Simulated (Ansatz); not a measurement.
# Ga3Mo: the cost of one run

Program: Ansatz 0.2.0. Level of theory: DFT PBE, scalar-relativistic, plane waves, PAW, unless a step names another level. These are calculated values, not measurements.

3 further runs of the same task are left out: 2 that didn't finish, 1 set aside as unsound or not needed.

## (1) The starting structure

It takes space group P4_2/mnm (No. 136, tetragonal). Conventional cell: a = 6.547 Å, b = 6.547 Å, c = 7.417 Å, α = 90.00°, β = 90.00°, γ = 90.00°. Ga (site symmetry 2/m) has 2 Mo at 2.55 Å as nearest neighbours. Ga (site symmetry m) is surrounded by 3 Mo at 2.59 to 2.73 Å. Around Mo (site symmetry m2m) lie 1 Mo at 2.50 Å and 8 Ga at 2.55 to 2.73 Å.

Structure file:

```
CELL_PARAMETERS angstrom
6.54729 0.00000 0.00000
0.00000 6.54729 0.00000
0.00000 0.00000 7.41684
ATOMIC_POSITIONS crystal
Ga 0.50000 0.00000 0.50000
Ga 0.00000 0.50000 0.50000
Ga 0.67046 0.32954 0.75123
Ga 0.67046 0.32954 0.24877
Ga 0.32954 0.67046 0.24877
Ga 0.32954 0.67046 0.75123
Ga 0.50000 0.00000 0.00000
Ga 0.00000 0.50000 0.00000
Ga 0.17046 0.17046 0.25123
Ga 0.17046 0.17046 0.74877
Ga 0.82954 0.82954 0.25123
Ga 0.82954 0.82954 0.74877
Mo 0.86496 0.13504 0.50000
Mo 0.13504 0.86496 0.50000
Mo 0.36496 0.36496 0.00000
Mo 0.63504 0.63504 0.00000
```

It came out lowest among 19 distinct ends of the trial cells. At a tolerance of 0.05 Å it has space group P4_2/mnm (No. 136).

## (2) Static run: bands, density of states and charges

input.yaml reads:

```yaml
crystal:
  lattice:
    - [6.547292463, 0.0, 0.0]
    - [0.0, 6.547292463, 0.0]
    - [0.0, 0.0, 7.4168448323]
  atoms:
    - { symbol: Ga, position: [0.5, 0.0, 0.5] }
    - { symbol: Ga, position: [0.0, 0.5, 0.5] }
    - { symbol: Ga, position: [0.6704612605, 0.3295387395, 0.7512253498] }
    - { symbol: Ga, position: [0.6704612605, 0.3295387395, 0.2487746502] }
    - { symbol: Ga, position: [0.3295387395, 0.6704612605, 0.2487746502] }
    - { symbol: Ga, position: [0.3295387395, 0.6704612605, 0.7512253498] }
    - { symbol: Ga, position: [0.5, 0.0, 0.0] }
    - { symbol: Ga, position: [0.0, 0.5, 0.0] }
    - { symbol: Ga, position: [0.1704612605, 0.1704612605, 0.2512253498] }
    - { symbol: Ga, position: [0.1704612605, 0.1704612605, 0.7487746502] }
    - { symbol: Ga, position: [0.8295387395, 0.8295387395, 0.2512253498] }
    - { symbol: Ga, position: [0.8295387395, 0.8295387395, 0.7487746502] }
    - { symbol: Mo, position: [0.8649552205, 0.1350447795, 0.5] }
    - { symbol: Mo, position: [0.1350447795, 0.8649552205, 0.5] }
    - { symbol: Mo, position: [0.3649552205, 0.3649552205, 0.0] }
    - { symbol: Mo, position: [0.6350447795, 0.6350447795, 0.0] }
basis:
  ecutwfc: 420
kpoints:
  mp_grid: { grid: [6, 6, 4] }
  band_path:
    path:
      - [[0.0, 0.0, 0.0], [0.0, 0.5, 0.0], [0.5, 0.5, 0.0], [0.0, 0.0, 0.0], [0.0, 0.0, 0.5], [0.0, 0.5, 0.5], [0.5, 0.5, 0.5], [0.0, 0.0, 0.5]]
      - [[0.0, 0.5, 0.0], [0.0, 0.5, 0.5]]
      - [[0.5, 0.5, 0.0], [0.5, 0.5, 0.5]]
    npoints: 10
hamiltonian:
  xc: pbe
scf:
  occupations: { method: gaussian, width: 0.1 }
  n_extra_bands: 40
output:
  forces: true
  stress: true
  eigenvalues: true
  populations: true
  dos: { projected: true, de: 0.02, nscf_kmesh: { grid: [8, 8, 5] } }
  bader: false
  write_density: true
  write_potential: true
  elf: true
  volumetric_format: npy
```

Command:

```bash
$ ansatz run input.yaml --threads 1 --pin off --max-ram 2560MiB --backend cpu --events-out ev --progress --plain --runs-dir out
```

**Question.** How long does this run take on 1 thread of Intel Xeon at 2.50GHz (Skylake/Cascade Lake), shared host, and how much memory does it need?

About 9.7 min, with a peak of 1.7 GiB.
